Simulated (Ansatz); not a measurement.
# TaRu: energy and stress against strain

This session takes TaRu and sets out to see how energy and stress answer to the strain pattern (1, 1, 0, 0, 0, 0).

Computed with Ansatz 0.2.0 (DFT PBEsol, scalar-relativistic, plane waves, PAW, unless a step's input says otherwise).

## Step 1: Starting point

It takes space group Pm-3m (No. 221, cubic). Conventional cell: a = 3.187 Å, b = 3.187 Å, c = 3.187 Å, α = 90.00°, β = 90.00°, γ = 90.00°. Around Ta (site symmetry m-3m) lie 8 Ru at 2.76 Å. Ru (site symmetry m-3m) has 8 Ta at 2.76 Å in its first shell of neighbours.

Structure file:

```
Ta Ru
1.0
     3.18700    0.00000    0.00000
     0.00000    3.18700    0.00000
     0.00000    0.00000    3.18700
Ta Ru
1 1
Direct
  0.50000 0.50000 0.50000
  0.00000 0.00000 0.00000
```

The cell is taken as given, not relaxed at this level.

## Step 2: The reference cell

The reference gives a free energy of -15623.4839 eV, pressure -10.98 GPa, largest force 0.000 eV/Å and gap on the mesh none (metal). It was computed beforehand with the settings of the runs below.

## Step 3: Setting up energy and stress against strain

The cell is strained by ε times the Voigt pattern (1, 1, 0, 0, 0, 0) (xx, yy, zz, yz, xz, xy; engineering shear), with fractional coordinates fixed (clamped ions). The stress on the pattern is the sum of the stress components weighted by it, tension positive.

## Step 4: Point ε = -0.0600

Contents of input.yaml:

```yaml
crystal:
  lattice:
    - [2.99578, 0.0, 0.0]
    - [0.0, 2.99578, 0.0]
    - [0.0, 0.0, 3.187]
  atoms:
    - { symbol: Ta, position: [0.5, 0.5, 0.5] }
    - { symbol: Ru, position: [0.0, 0.0, 0.0] }
basis:
  ecutwfc: 420
kpoints:
  mp_grid: { grid: [16, 16, 16] }
hamiltonian:
  xc: pbesol
scf:
  occupations: { method: gaussian, width: 0.15 }
output:
  forces: true
  stress: true
  eigenvalues: true
```

Launch:

```
$ ansatz run input.yaml --threads 1 --pin off --max-ram 2560MiB --backend cpu --events-out ev --progress --plain --runs-dir out
```

What it wrote (excerpt; [...] marks lines left out):

```text
Warning: RAYON_NUM_THREADS=1 ignored (pool sized by the plan → 1); use --threads N
[...]
Pseudopotentials: kind: paw
Pseudopotential: Ta, paw, valence charge 13, recommended cutoff 420 eV (normal), Ta.paw.azcp
Pseudopotential: Ru, paw, valence charge 16, recommended cutoff 420 eV (normal), Ru.paw.azcp
Functional definition: PBEsol
[...]
Crystal: 2 atoms, lattice volume = 28.602 Å³
Basis set: ecut = 420 eV, 563 PW (Γ), exchange–correlation on 48×48×48 points (8 copies of the dense FFT grid, shifted against one another)
Bands: 19, of which v1, the nominal top of the filled ones, is band 15 counted from 1 (14 counted from 0)
Symmetry: 16 space group operations
Space group: P4/mmm (ITA 123), of the structure as read, at distance tolerance 3.1e-5 Å
k-points: 405 of 4096
[...]
SCF iter   1: F=—  HF=-15623.409598 eV  |F-HF|=—  |Δ(HF+E_count)|=         —  Δρ=1.40e-2  dr2=6.99e-2  ethr=1.77e-3  ⟨swp⟩=5.0  Hψ=32610  notcnv=0
[...]
SCF iter   6: F=-15623.398985 eV  HF=-15623.398985 eV  |F-HF|=4.04e-9  |Δ(HF+E_count)|=   2.24e-7  Δρ=7.34e-6  dr2=6.02e-9  ethr=3.45e-10  ⟨swp⟩=5.8  Hψ=33719  notcnv=0
[...]
SCF converged after 6 iterations
Free energy (F): -15623.398985 eV
[...]
E sigma→0 (E₀):  -15623.388365 eV
Entropy (-TS):   -0.021241 eV (-10.621 meV/atom)
Fermi energy:    24.055763 eV
[...]
--- Forces (eV/Å), atoms counted from 1 ---
  atom   1  Ta     0.00000000     0.00000000     0.00000000
  atom   2  Ru    -0.00000000     0.00000000     0.00000000
[...]
--- Stress (GPa, compression-positive) ---
       23.181777       0.000000       0.000000
        0.000000      23.181777       0.000000
        0.000000       0.000000      30.163044
  P = ⅓ Tr σ = 25.5089 GPa (255.089 kbar)
--- Band table (eV; the first three rows and the last of 405) ---
  k-point 0: bands = ["-49.1688", "-44.2101", "-19.2082", "-19.1781", "-19.1781", "-10.6481", "-10.5385", "-10.5385", "14.6812", "17.1818", "17.3229", "21.2329", "21.2329", "21.8361", "24.7101", "25.6944", "28.8200", "28.9163", "28.9163"]
[...]
```

Run time: 11 s. Hardware: 1 thread of Arm Neoverse V1, shared host; peak memory 0.45 GiB.

## Step 5: Point ε = 0.0450

input.yaml: that of step 4 with these lines changed.

```diff
@@ -2,4 +2,4 @@
   lattice:
-    - [2.99578, 0.0, 0.0]
-    - [0.0, 2.99578, 0.0]
+    - [3.330415, 0.0, 0.0]
+    - [0.0, 3.330415, 0.0]
     - [0.0, 0.0, 3.187]
```

Launch:

```
$ ansatz run input.yaml --threads 1 --pin off --max-ram 2560MiB --backend cpu --events-out ev --progress --plain --runs-dir out
```

What it wrote (excerpt; [...] marks lines left out):

```text
[...]
SCF converged after 6 iterations
Free energy (F): -15623.131822 eV
[...]
E sigma→0 (E₀):  -15623.114049 eV
Entropy (-TS):   -0.035545 eV (-17.772 meV/atom)
Fermi energy:    18.791308 eV
[...]
--- Forces (eV/Å), atoms counted from 1 ---
  atom   1  Ta     0.00000000     0.00000000     0.00000000
  atom   2  Ru    -0.00000000     0.00000000     0.00000000
[...]
--- Stress (GPa, compression-positive) ---
      -26.295083       0.000000       0.000000
        0.000000     -26.295083       0.000000
        0.000000       0.000000     -28.378905
  P = ⅓ Tr σ = -26.9897 GPa (-269.897 kbar)
--- Band table (eV; the first three rows and the last of 405) ---
  k-point 0: bands = ["-54.0787", "-49.9801", "-24.0657", "-24.0657", "-24.0510", "-16.3154", "-16.3154", "-16.2641", "10.5289", "13.6749", "13.7418", "16.5464", "16.9039", "16.9039", "19.4391", "19.9914", "22.3686", "22.3686", "22.4097"]
[...]
```

It took 13 s on 1 thread of Arm Neoverse V1, shared host; peak memory 0.48 GiB.

## Step 6: ε = -0.0300

input.yaml: that of step 5 with these lines changed.

```diff
@@ -2,4 +2,4 @@
   lattice:
-    - [3.330415, 0.0, 0.0]
-    - [0.0, 3.330415, 0.0]
+    - [3.09139, 0.0, 0.0]
+    - [0.0, 3.09139, 0.0]
     - [0.0, 0.0, 3.187]
```

Launch:

```
$ ansatz run input.yaml --threads 1 --pin off --max-ram 2560MiB --backend cpu --events-out ev --progress --plain --runs-dir out
```

What it wrote (excerpt; [...] marks lines left out):

```text
Warning: RAYON_NUM_THREADS=1 ignored (pool sized by the plan → 1); use --threads N
[...]
[... 4 set-up lines as earlier in the session ...]
[...]
Crystal: 2 atoms, lattice volume = 30.457 Å³
Basis set: ecut = 420 eV, 603 PW (Γ), exchange–correlation on 48×48×48 points (8 copies of the dense FFT grid, shifted against one another)
Bands: 19, of which v1, the nominal top of the filled ones, is band 15 counted from 1 (14 counted from 0)
[... 2 set-up lines as earlier in the session ...]
k-points: 405 of 4096
[...]
SCF iter   1: F=—  HF=-15623.549341 eV  |F-HF|=—  |Δ(HF+E_count)|=         —  Δρ=1.40e-2  dr2=8.51e-2  ethr=1.77e-3  ⟨swp⟩=5.0  Hψ=32227  notcnv=0
[...]
SCF iter   6: F=-15623.539764 eV  HF=-15623.539764 eV  |F-HF|=2.64e-9  |Δ(HF+E_count)|=   2.29e-8  Δρ=3.85e-6  dr2=3.89e-9  ethr=3.45e-10  ⟨swp⟩=4.9  Hψ=31661  notcnv=0
[...]
SCF converged after 6 iterations
Free energy (F): -15623.539764 eV
[...]
E sigma→0 (E₀):  -15623.525181 eV
Entropy (-TS):   -0.029166 eV (-14.583 meV/atom)
Fermi energy:    22.459144 eV
[...]
--- Forces (eV/Å), atoms counted from 1 ---
  atom   1  Ta     0.00000000    -0.00000000    -0.00000000
  atom   2  Ru    -0.00000000     0.00000000     0.00000000
[...]
--- Stress (GPa, compression-positive) ---
        2.595705      -0.000000       0.000000
       -0.000000       2.595705      -0.000000
        0.000000      -0.000000       8.495364
  P = ⅓ Tr σ = 4.5623 GPa (45.623 kbar)
--- Band table (eV; the first three rows and the last of 405) ---
  k-point 0: bands = ["-50.7242", "-46.0067", "-20.7334", "-20.7334", "-20.7330", "-12.3939", "-12.3502", "-12.3502", "13.3334", "16.1124", "16.1680", "19.8544", "19.8544", "20.1301", "23.2731", "23.7343", "26.7883", "26.8336", "26.8336"]
[...]
```

Wall time 12 s (1 thread of Arm Neoverse V1, shared host); peak memory 0.46 GiB.

## Step 7: At ε = 0.0150

input.yaml: that of step 6 with these lines changed.

```diff
@@ -2,4 +2,4 @@
   lattice:
-    - [3.09139, 0.0, 0.0]
-    - [0.0, 3.09139, 0.0]
+    - [3.234805, 0.0, 0.0]
+    - [0.0, 3.234805, 0.0]
     - [0.0, 0.0, 3.187]
```

Launch:

```
$ ansatz run input.yaml --threads 1 --pin off --max-ram 2560MiB --backend cpu --events-out ev --progress --plain --runs-dir out
```

What it wrote (excerpt; [...] marks lines left out):

```text
Warning: RAYON_NUM_THREADS=1 ignored (pool sized by the plan → 1); use --threads N
[...]
[... 4 set-up lines as earlier in the session ...]
[...]
Crystal: 2 atoms, lattice volume = 33.349 Å³
Basis set: ecut = 420 eV, 651 PW (Γ), exchange–correlation on 48×48×48 points (8 copies of the dense FFT grid, shifted against one another)
Bands: 19, of which v1, the nominal top of the filled ones, is band 15 counted from 1 (14 counted from 0)
[... 1 set-up line as earlier in the session ...]
Space group: P4/mmm (ITA 123), of the structure as read, at distance tolerance 3.2e-5 Å
k-points: 405 of 4096
[...]
SCF iter   1: F=—  HF=-15623.403731 eV  |F-HF|=—  |Δ(HF+E_count)|=         —  Δρ=9.75e-3  dr2=4.61e-2  ethr=1.77e-3  ⟨swp⟩=5.0  Hψ=31262  notcnv=0
[...]
SCF iter   6: F=-15623.400038 eV  HF=-15623.400038 eV  |F-HF|=1.37e-8  |Δ(HF+E_count)|=   2.75e-8  Δρ=1.13e-5  dr2=1.96e-8  ethr=3.45e-10  ⟨swp⟩=4.3  Hψ=28629  notcnv=0
[...]
SCF converged after 6 iterations
Free energy (F): -15623.400038 eV
[...]
E sigma→0 (E₀):  -15623.381264 eV
Entropy (-TS):   -0.037549 eV (-18.774 meV/atom)
Fermi energy:    20.202520 eV
[...]
--- Forces (eV/Å), atoms counted from 1 ---
  atom   1  Ta     0.00000000     0.00000000     0.00000000
  atom   2  Ru    -0.00000000    -0.00000000     0.00000000
[...]
--- Stress (GPa, compression-positive) ---
      -16.388926       0.000000       0.000000
        0.000000     -16.388926       0.000000
        0.000000       0.000000     -18.770975
  P = ⅓ Tr σ = -17.1829 GPa (-171.829 kbar)
--- Band table (eV; the first three rows and the last of 405) ---
  k-point 0: bands = ["-52.8171", "-48.4761", "-22.8100", "-22.8097", "-22.8097", "-14.8177", "-14.8177", "-14.8008", "11.5653", "14.6174", "14.6394", "17.8827", "18.0073", "18.0073", "21.0549", "21.2590", "24.0372", "24.0372", "24.0556"]
[...]
```

Run time: 11 s. Hardware: 1 thread of Arm Neoverse V1, shared host; peak memory 0.47 GiB.

## Step 8: At ε = 0.0600

input.yaml: that of step 7 with these lines changed.

```diff
@@ -2,4 +2,4 @@
   lattice:
-    - [3.234805, 0.0, 0.0]
-    - [0.0, 3.234805, 0.0]
+    - [3.37822, 0.0, 0.0]
+    - [0.0, 3.37822, 0.0]
     - [0.0, 0.0, 3.187]
```

Launch:

```
$ ansatz run input.yaml --threads 1 --pin off --max-ram 2560MiB --backend cpu --events-out ev --progress --plain --runs-dir out
```

What it wrote (excerpt; [...] marks lines left out):

```text
[...]
SCF converged after 6 iterations
Free energy (F): -15622.950137 eV
[...]
E sigma→0 (E₀):  -15622.932477 eV
Entropy (-TS):   -0.035319 eV (-17.660 meV/atom)
Fermi energy:    18.117314 eV
[...]
--- Forces (eV/Å), atoms counted from 1 ---
  atom   1  Ta     0.00000000    -0.00000000     0.00000000
  atom   2  Ru    -0.00000000     0.00000000     0.00000000
[...]
--- Stress (GPa, compression-positive) ---
      -30.557862       0.000000       0.000000
        0.000000     -30.557862       0.000000
        0.000000       0.000000     -31.200613
  P = ⅓ Tr σ = -30.7721 GPa (-307.721 kbar)
--- Band table (eV; the first three rows and the last of 405) ---
  k-point 0: bands = ["-54.6712", "-50.6899", "-24.6579", "-24.6579", "-24.6297", "-17.0222", "-17.0222", "-16.9534", "10.0476", "13.2282", "13.3168", "15.9216", "16.3870", "16.3870", "18.6806", "19.3799", "21.5885", "21.5885", "21.6343"]
[...]
```

It took 12 s on 1 thread of Arm Neoverse V1, shared host; peak memory 0.48 GiB.

## Step 9: At ε = -0.0450

input.yaml: that of step 8 with these lines changed.

```diff
@@ -2,4 +2,4 @@
   lattice:
-    - [3.37822, 0.0, 0.0]
-    - [0.0, 3.37822, 0.0]
+    - [3.043585, 0.0, 0.0]
+    - [0.0, 3.043585, 0.0]
     - [0.0, 0.0, 3.187]
```

Launch:

```
$ ansatz run input.yaml --threads 1 --pin off --max-ram 2560MiB --backend cpu --events-out ev --progress --plain --runs-dir out
```

What it wrote (excerpt; [...] marks lines left out):

```text
[...]
SCF converged after 6 iterations
Free energy (F): -15623.498521 eV
[...]
E sigma→0 (E₀):  -15623.486054 eV
Entropy (-TS):   -0.024933 eV (-12.466 meV/atom)
Fermi energy:    23.246785 eV
[...]
--- Forces (eV/Å), atoms counted from 1 ---
  atom   1  Ta     0.00000000     0.00000000     0.00000000
  atom   2  Ru     0.00000000     0.00000000     0.00000000
[...]
--- Stress (GPa, compression-positive) ---
       11.884519       0.000000       0.000000
        0.000000      11.884519       0.000000
        0.000000       0.000000      19.045850
  P = ⅓ Tr σ = 14.2716 GPa (142.716 kbar)
--- Band table (eV; the first three rows and the last of 405) ---
  k-point 0: bands = ["-49.9655", "-45.1243", "-19.9849", "-19.9770", "-19.9770", "-11.5366", "-11.4621", "-11.4621", "13.9887", "16.6375", "16.7313", "20.5271", "20.5271", "20.9587", "23.9808", "24.6962", "27.7813", "27.8510", "27.8510"]
[...]
```

It took 14 s on 1 thread of Arm Neoverse V1, shared host; peak memory 0.46 GiB.

## Step 10: At ε = 0.0300

input.yaml: that of step 9 with these lines changed.

```diff
@@ -2,4 +2,4 @@
   lattice:
-    - [3.043585, 0.0, 0.0]
-    - [0.0, 3.043585, 0.0]
+    - [3.28261, 0.0, 0.0]
+    - [0.0, 3.28261, 0.0]
     - [0.0, 0.0, 3.187]
```

Launch:

```
$ ansatz run input.yaml --threads 1 --pin off --max-ram 2560MiB --backend cpu --events-out ev --progress --plain --runs-dir out
```

What it wrote (excerpt; [...] marks lines left out):

```text
[...]
SCF converged after 6 iterations
Free energy (F): -15623.282417 eV
[...]
E sigma→0 (E₀):  -15623.264247 eV
Entropy (-TS):   -0.036339 eV (-18.169 meV/atom)
Fermi energy:    19.487290 eV
[...]
--- Forces (eV/Å), atoms counted from 1 ---
  atom   1  Ta    -0.00000000    -0.00000000     0.00000000
  atom   2  Ru    -0.00000000     0.00000000     0.00000000
[...]
--- Stress (GPa, compression-positive) ---
      -21.513149       0.000000       0.000000
        0.000000     -21.513149       0.000000
        0.000000       0.000000     -24.445062
  P = ⅓ Tr σ = -22.4905 GPa (-224.905 kbar)
--- Band table (eV; the first three rows and the last of 405) ---
  k-point 0: bands = ["-53.4612", "-49.2421", "-23.4499", "-23.4499", "-23.4455", "-15.5805", "-15.5805", "-15.5466", "11.0342", "14.1379", "14.1821", "17.1997", "17.4434", "17.4434", "20.2300", "20.6179", "23.1844", "23.1844", "23.2164"]
[...]
```

Wall time 16 s (1 thread of Arm Neoverse V1, shared host); peak memory 0.48 GiB.

## Step 11: At ε = -0.0150

input.yaml: that of step 10 with these lines changed.

```diff
@@ -2,4 +2,4 @@
   lattice:
-    - [3.28261, 0.0, 0.0]
-    - [0.0, 3.28261, 0.0]
+    - [3.139195, 0.0, 0.0]
+    - [0.0, 3.139195, 0.0]
     - [0.0, 0.0, 3.187]
```

Launch:

```
$ ansatz run input.yaml --threads 1 --pin off --max-ram 2560MiB --backend cpu --events-out ev --progress --plain --runs-dir out
```

What it wrote (excerpt; [...] marks lines left out):

```text
[...]
SCF converged after 6 iterations
Free energy (F): -15623.532125 eV
[...]
E sigma→0 (E₀):  -15623.515123 eV
Entropy (-TS):   -0.034003 eV (-17.001 meV/atom)
Fermi energy:    21.688286 eV
[...]
--- Forces (eV/Å), atoms counted from 1 ---
  atom   1  Ta     0.00000000    -0.00000000     0.00000000
  atom   2  Ru    -0.00000000     0.00000000     0.00000000
[...]
--- Stress (GPa, compression-positive) ---
       -4.876811       0.000000       0.000000
        0.000000      -4.876811       0.000000
        0.000000       0.000000      -1.620034
  P = ⅓ Tr σ = -3.7912 GPa (-37.912 kbar)
--- Band table (eV; the first three rows and the last of 405) ---
  k-point 0: bands = ["-51.4496", "-46.8588", "-21.4538", "-21.4538", "-21.4523", "-13.2234", "-13.2043", "-13.2043", "12.7127", "15.6050", "15.6299", "19.2119", "19.2119", "19.3445", "22.5850", "22.8075", "25.8387", "25.8604", "25.8604"]
[...]
```

It took 12 s on 1 thread of Arm Neoverse V1, shared host; peak memory 0.46 GiB.

## Step 12: ε = 0.0525

input.yaml: that of step 11 with these lines changed.

```diff
@@ -2,4 +2,4 @@
   lattice:
-    - [3.139195, 0.0, 0.0]
-    - [0.0, 3.139195, 0.0]
+    - [3.3543175, 0.0, 0.0]
+    - [0.0, 3.3543175, 0.0]
     - [0.0, 0.0, 3.187]
```

Launch:

```
$ ansatz run input.yaml --threads 1 --pin off --max-ram 2560MiB --backend cpu --events-out ev --progress --plain --runs-dir out
```

What it wrote (excerpt; [...] marks lines left out):

```text
Warning: RAYON_NUM_THREADS=1 ignored (pool sized by the plan → 1); use --threads N
[...]
[... 4 set-up lines as earlier in the session ...]
[...]
Crystal: 2 atoms, lattice volume = 35.858 Å³
Basis set: ecut = 420 eV, 715 PW (Γ), exchange–correlation on 48×48×48 points (8 copies of the dense FFT grid, shifted against one another)
Bands: 19, of which v1, the nominal top of the filled ones, is band 15 counted from 1 (14 counted from 0)
[... 1 set-up line as earlier in the session ...]
Space group: P4/mmm (ITA 123), of the structure as read, at distance tolerance 3.3e-5 Å
k-points: 405 of 4096
[...]
SCF iter   1: F=—  HF=-15623.045607 eV  |F-HF|=—  |Δ(HF+E_count)|=         —  Δρ=7.25e-3  dr2=1.71e-2  ethr=1.77e-3  ⟨swp⟩=4.9  Hψ=31069  notcnv=0
[...]
SCF iter   6: F=-15623.044704 eV  HF=-15623.044704 eV  |F-HF|=2.97e-8  |Δ(HF+E_count)|=   5.02e-8  Δρ=1.07e-5  dr2=3.83e-8  ethr=3.45e-10  ⟨swp⟩=3.0  Hψ=33168  notcnv=0
[...]
SCF converged after 6 iterations
Free energy (F): -15623.044704 eV
[...]
E sigma→0 (E₀):  -15623.027015 eV
Entropy (-TS):   -0.035379 eV (-17.690 meV/atom)
Fermi energy:    18.451416 eV
[...]
--- Forces (eV/Å), atoms counted from 1 ---
  atom   1  Ta     0.00000000    -0.00000000    -0.00000000
  atom   2  Ru     0.00000000     0.00000000     0.00000000
[...]
--- Stress (GPa, compression-positive) ---
      -28.498726      -0.000000       0.000000
       -0.000000     -28.498726      -0.000000
        0.000000      -0.000000     -29.899082
  P = ⅓ Tr σ = -28.9655 GPa (-289.655 kbar)
--- Band table (eV; the first three rows and the last of 405) ---
  k-point 0: bands = ["-54.3780", "-50.3385", "-24.3647", "-24.3647", "-24.3436", "-16.6723", "-16.6723", "-16.6123", "10.2853", "13.4496", "13.5274", "16.2305", "16.6427", "16.6427", "19.0559", "19.6838", "21.9741", "21.9741", "22.0182"]
[...]
```

It took 13 s on 1 thread of Arm Neoverse V1, shared host; peak memory 0.48 GiB.

## Step 13: Results of the scan

The scan, with free energies counted from the undisturbed cell:

```csv
ε,ΔE (meV/atom),stress on the pattern (GPa),pressure (GPa)
-0.0600,42.4,-46.36,25.5
-0.0450,-7.3,-23.77,14.3
-0.0300,-28.0,-5.19,4.6
-0.0150,-24.1,9.75,-3.8
0.0000,0.0,21.96,-11.0
0.0150,41.9,32.78,-17.2
0.0300,100.7,43.03,-22.5
0.0450,176.0,52.59,-27.0
0.0525,219.6,57.00,-29.0
0.0600,266.9,61.12,-30.8
```

## Step 14: Outcome

| quantity | value |
| --- | --- |
| slope of the stress at ε = 0, over ±0.0150 | 767 GPa |

**Reading.** From the stress slope, C11 + C22 + 2 C12 is about 767 GPa with the ions clamped; letting the atoms relax could not make it stiffer. The reference stands under -11.0 GPa, so this is no zero-stress constant. The undisturbed cell is not the lowest point: the energy is 28.0 meV/atom lower at ε = -0.0300; the cell was taken as given and not relaxed at this level. Spin-orbit coupling is left out for Ta.
